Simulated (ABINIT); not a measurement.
Runs of ABINIT 10.8.3 (patched build) on Zr3S2. Symmetry: R32, No. 155, trigonal system. The conventional cell has a = 5.805 Å, b = 5.805 Å, c = 10.463 Å, α = 90.00°, β = 90.00°, γ = 120.00°. Zr (site symmetry 2) has 4 S at 2.61 to 2.62 Å as nearest neighbours. S (site symmetry 3) is surrounded by 6 Zr at 2.61 to 2.62 Å. The cell comes from a database or a generator and needn't be the stable form of this composition.

| task | level | potentials or basis | cell | k mesh | cutoff (eV) | fine-grid cutoff | gap on the mesh (eV) | pressure (GPa) | largest force (eV/Å) |
| --- | --- | --- | --- | --- | --- | --- | --- | --- | --- |
| single point | PBEsol | PseudoDojo NC SR PBEsol v0.4.1 standard | as given | 6 × 6 × 6 | 898 | - | none | -5.0 | 0.13 |
| single point | PBEsol | PseudoDojo NC SR PBEsol v0.4.1 standard | atoms moved at random, drawn with an rms of 0.05 Å | 6 × 6 × 6 | 898 | - | none | -5.6 | 0.89 |
| band structure | TB-mBJ | JTH PAW LDA v2.0 | as given | 5 × 5 × 5 | 653 | 1251.72 eV | none | - | - |
| band structure | r2SCAN | JTH PAW PBE v2.0 | as given | 6 × 6 × 6 | 653 | 1251.72 eV | none | -0.9 | 0.08 |
| band structure | LDA | JTH PAW LDA v2.0 | as given | 6 × 6 × 6 | 544 | 1088.46 eV | none | (a) | (b) |

Alike in all rows: no spin polarisation; smearing fermi-dirac 0.05 eV.

Question: Estimate the missing entries.

Answer: (a) -7.7; (b) 0.17.

Caveats: the PAW data sets were made with another functional, which shifts forces and pressure a little (some runs); the constant c of TB-mBJ comes from the pseudo density here, which moves gaps by up to 0.3 eV between sets of potentials (some runs).

A k mesh can miss the band edges, and the runs leave out spin-orbit coupling on Zr.

A gap of «none» marks a metal or a gap under the smearing width.

Runs at the PBE level aren't shown here.
